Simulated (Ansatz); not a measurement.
# ZrH: the cost of one run

All numbers are computed with Ansatz 0.2.0, driven from Python. Level of theory: DFT PBEsol, plane waves, PAW.

**1. The system**

ZrH I-4m2: The structure is tetragonal, space group I-4m2 (No. 119). The conventional cell has a = 3.288 Å, b = 3.288 Å, c = 5.009 Å, α = 90.00°, β = 90.00°, γ = 90.00°. Zr (site symmetry -4m2) is surrounded by 4 H at 2.07 Å. H (site symmetry -4m2) has 4 Zr at 2.07 Å as nearest neighbours.

ZrH P4_2/mmc: The structure is tetragonal, space group P4_2/mmc (No. 131). Conventional cell: a = 3.243 Å, b = 3.243 Å, c = 4.948 Å, α = 90.00°, β = 90.00°, γ = 90.00°. Around Zr (site symmetry mmm) lie 4 H at 2.04 Å. H (site symmetry -4m2) is surrounded by 4 Zr at 2.04 Å.

No structure file is read: the coordinates are typed or built in the script.

**2. The code**

Contents of zrh.py:

```python
"""Polymorphs of ZrH, at the given cells."""

import logging
import sys
import warnings

import ansatz as az
from ase import Atoms
import numpy as np
import spglib
from tabulate import tabulate

logging.basicConfig(stream=sys.stdout, format="%(levelname)s:%(name)s:%(message)s")
log = logging.getLogger("ansatz_job")
log.setLevel(logging.INFO)


def compute(name, crystal):
    calc = (
        crystal.calculation()
        .functional("pbesol")
        .basis(460)
        .kpoints(spacing=0.14)
        .occupations("fermi_dirac", width=0.1)
        .stress()
        .band_table()
    )
    return calc.run(threads=1)


def space_group(outcome):
    sites = outcome.report["lattice"]["sites"]
    kinds = sorted({site["symbol"] for site in sites})
    cell = (outcome.lattice.cell_ang, [site["position_frac"] for site in sites], [kinds.index(site["symbol"]) for site in sites])
    return spglib.get_spacegroup(cell, symprec=0.01)


def volume_per_atom(outcome):
    return abs(np.linalg.det(outcome.lattice.cell_ang)) / len(outcome.lattice.sites)


def pressure_gpa(outcome):
    return float(np.trace(outcome.report["stress_gpa"]) / 3)

warnings.simplefilter("ignore")

phases = {}
i_4m2 = (
    az.Lattice.of((-1.643908, 1.643908, 2.504399), (1.643908, -1.643908, 2.504399), (1.643908, 1.643908, -2.504399))
    .atom("Zr", (0.0, 0.0, 0.0))
    .atom("H", (0.75, 0.25, 0.5))
)
phases["I-4m2"] = i_4m2
atoms = Atoms(
    ["Zr", "Zr", "H", "H"],
    scaled_positions=[
        (0.0, 0.5, 0.0),
        (0.5, 0.0, 0.5),
        (0.0, 0.0, 0.75),
        (0.0, 0.0, 0.25),
    ],
    cell=[
        (3.242792, 0.0, 0.0),
        (0.0, 3.242792, 0.0),
        (0.0, 0.0, 4.948),
    ],
    pbc=True,
)
p4_2_mmc = az.Crystal.from_ase(atoms)
phases["P4_2/mmc"] = p4_2_mmc

done = {}
for name, crystal in phases.items():
    try:
        done[name] = compute(name, crystal)
    except az.NonConvergedError as error:
        print(name, "did not converge:", str(error)[:120])

energy = {name: o.report["energy_sigma0_ev"] / len(o.lattice.sites) for name, o in done.items()}
lowest = min(energy.values())
rows = [(name, len(o.lattice.sites), 1000 * (energy[name] - lowest), space_group(o), volume_per_atom(o), pressure_gpa(o)) for name, o in done.items()]
rows.sort(key=lambda row: row[2])
print(tabulate(rows, headers=["phase", "atoms", "dE (meV/atom)", "space group", "V (A^3/atom)", "P (GPa)"], floatfmt=".4f", tablefmt="plain"))
print("order:", " < ".join(row[0] for row in rows))
```

**3. The run**

Command:

```console
> python zrh.py
```

What time and memory should one allow on 1 thread of Arm Neoverse V2, shared host?

About 27 s, with a peak of 0.63 GiB.
